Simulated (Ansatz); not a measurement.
# LiZr4N3: the cost of one run

Program: Ansatz 0.2.0. Level of theory: DFT PBE, scalar-relativistic, plane waves, PAW, unless a step names another level. These are calculated values, not measurements.

13 further runs of the same task are left out: 13 set aside as unsound or not needed.

**1. Plan**

Pauling electronegativities: Li 0.98, Zr 1.33, N 3.04 (spread 2.06). The formula balances with common oxidation states: Zr +2, Li +1, N -3. Tabulated atomic sizes suggest about 13 Å³/atom. 37 candidates were drawn, by swapping species into database cells of other compounds, at random by space group and Wyckoff sites, or by hand, as the table says:

```
name                                                     made from  space group no.                           Wyckoff sites  atoms (primitive cell)  V (Å³/atom)
 c01                                      database cell of LiMg3O4              221                  Li 1a; Zr 3d, 1b; N 3c                       8         11.1
 c02                built by hand: beta-Ta4AlC3-type 413 MAX phase              194              Li 2c; Zr 4f, 4f; N 4e, 2a                      16         14.2
 c03                                      database cell of Pt4SeS3              115              Li 1a; Zr 2g, 2g; N 1d, 2e                       8         13.3
 c04                                                        random              123                  Li 1a; Zr 4l; N 1d, 2e                       8         16.3
 c05             built by hand: Ti4AlN3-type 413 MAX phase (alpha)              194              Li 2c; Zr 4e, 4f; N 4f, 2a                      16         14.2
 c06                                                        random               42                 Li 4a; Zr 16e; N 8c, 4a                       8         16.9
 c07                                      database cell of Cu3SbS4              121                  Li 2a; Zr 8i; N 4d, 2b                       8         13.0
 c08                                     database cell of Al4Ni3Pt              123              Li 1c; Zr 2g, 2g; N 2h, 1d                       8         12.8
 c09                                                        random              187              Li 1e; Zr 3k, 1a; N 2g, 1d                       8         13.1
 c10                                                        random               71                  Li 2a; Zr 8k; N 4e, 2d                       8         14.8
 c11                                                        random               22              Li 4b; Zr 8i, 8h; N 8f, 4d                       8         14.6
 c12                                     database cell of CrFe3Sb4              164              Li 1a; Zr 2d, 2d; N 1b, 2c                       8         11.9
 c13                                                        random              191              Li 1b; Zr 2d, 2e; N 2c, 1a                       8         16.1
 c14                                                        random              123                  Li 1c; Zr 4k; N 1b, 2e                       8         13.4
 c15                                                        random              221                  Li 1b; Zr 3d, 1a; N 3c                       8         14.0
 c16                                                        random              191                  Li 1b; Zr 2d, 2e; N 3g                       8         14.3
 c17               built by hand: Rock salt, tetragonal Li/N order              123          Li 1a; Zr 2g, 1d, 1c; N 1b, 2h                       8         13.1
 c18                                                        random              164                  Li 1a; Zr 2d, 2d; N 3e                       8         13.7
 c19                                                        random              216             Li 4b; Zr 16e; N 4d, 4a, 4c                       8         15.7
 c20                                      database cell of EuCu4P3              123                  Li 1b; Zr 4i; N 1a, 2h                       8         11.6
 c21                                                        random              221                  Li 1b; Zr 3c, 1a; N 3d                       8         14.4
 c22                                                        random               65                  Li 2b; Zr 8n; N 4i, 2c                       8         15.6
 c23                                     database cell of TaCu3Te4              215                      Li 1a; Zr 4e; N 3d                       8         15.0
 c24                                                        random              164                  Li 1b; Zr 2d, 2c; N 3f                       8         15.3
 c25                                                        random              139                  Li 2a; Zr 8h; N 4c, 2b                       8         14.4
 c26                                                        random               12              Li 2d; Zr 4i, 4g; N 4e, 2c                       8         14.1
 c27                                                        random              166                  Li 3b; Zr 9d, 3a; N 9e                       8         13.2
 c28                                     database cell of Mn4Sb3As              187              Li 1a; Zr 2h, 2h; N 1b, 2i                       8         13.7
 c29            built by hand: Rock salt, (111)-layered Li/N order              166              Li 3a; Zr 6c, 6c; N 6c, 3b                       8         13.1
 c30                                                        random              229                      Li 2a; Zr 8c; N 6b                       8         14.5
 c31                                                        random              215                      Li 1b; Zr 4e; N 3c                       8         16.0
 c32                                     database cell of In4SbTe3                1  Li 1a; Zr 1a, 1a, 1a, 1a; N 1a, 1a, 1a                       8         14.2
 c33                                                        random              221                  Li 1a; Zr 3c, 1b; N 3d                       8         13.9
 c34                                                        random              191                      Li 1b; Zr 4h; N 3g                       8         15.7
 c35  built by hand: Rock salt, Li ordered on N sublattice (cubic)              221                  Li 1b; Zr 1a, 3c; N 3d                       8         13.1
 c36                                                        random              191                  Li 1b; Zr 2d, 2e; N 3f                       8         16.8
 c37                                       database cell of Y4SiS3              139              Li 2a; Zr 4e, 4c; N 2b, 4d                       8         13.4
```

**2. Screening run of c18**

The input, input.yaml:

```yaml
crystal:
  lattice:
    - [3.89362611, 0.0, 0.0]
    - [-1.94681306, 3.37197913, 0.0]
    - [0.0, 0.0, 8.37400416]
  atoms:
    - { symbol: Li, position: [0.0, 0.0, 0.0] }
    - { symbol: Zr, position: [0.33333333, 0.66666667, 0.15602735] }
    - { symbol: Zr, position: [0.66666667, 0.33333333, 0.84397265] }
    - { symbol: Zr, position: [0.33333333, 0.66666667, 0.61144571] }
    - { symbol: Zr, position: [0.66666667, 0.33333333, 0.38855429] }
    - { symbol: "N", position: [0.5, 0.0, 0.0] }
    - { symbol: "N", position: [0.0, 0.5, 0.0] }
    - { symbol: "N", position: [0.5, 0.5, 0.0] }
basis:
  ecutwfc: 420
kpoints:
  mp_grid: { grid: [4, 4, 2] }
hamiltonian:
  xc: pbe
scf:
  occupations: { method: gaussian, width: 0.15 }
  lower_state_search: "off"
output:
  forces: true
  stress: true
  eigenvalues: true
relax:
  adjacent_minimum: "off"
  f_tol: 0.08
  max_steps: 16
  cell: { stress_tol: 0.8 }
```

Command:

```bash
ansatz run input.yaml --threads 1 --pin off --max-ram 2560MiB --backend cpu --events-out ev --progress --plain --runs-dir out
```

**Question.** How long does this run take on 1 thread of Intel Xeon 6975P-C (Granite Rapids), shared host, and how much memory does it need?

About 18 s, with a peak of 0.47 GiB.
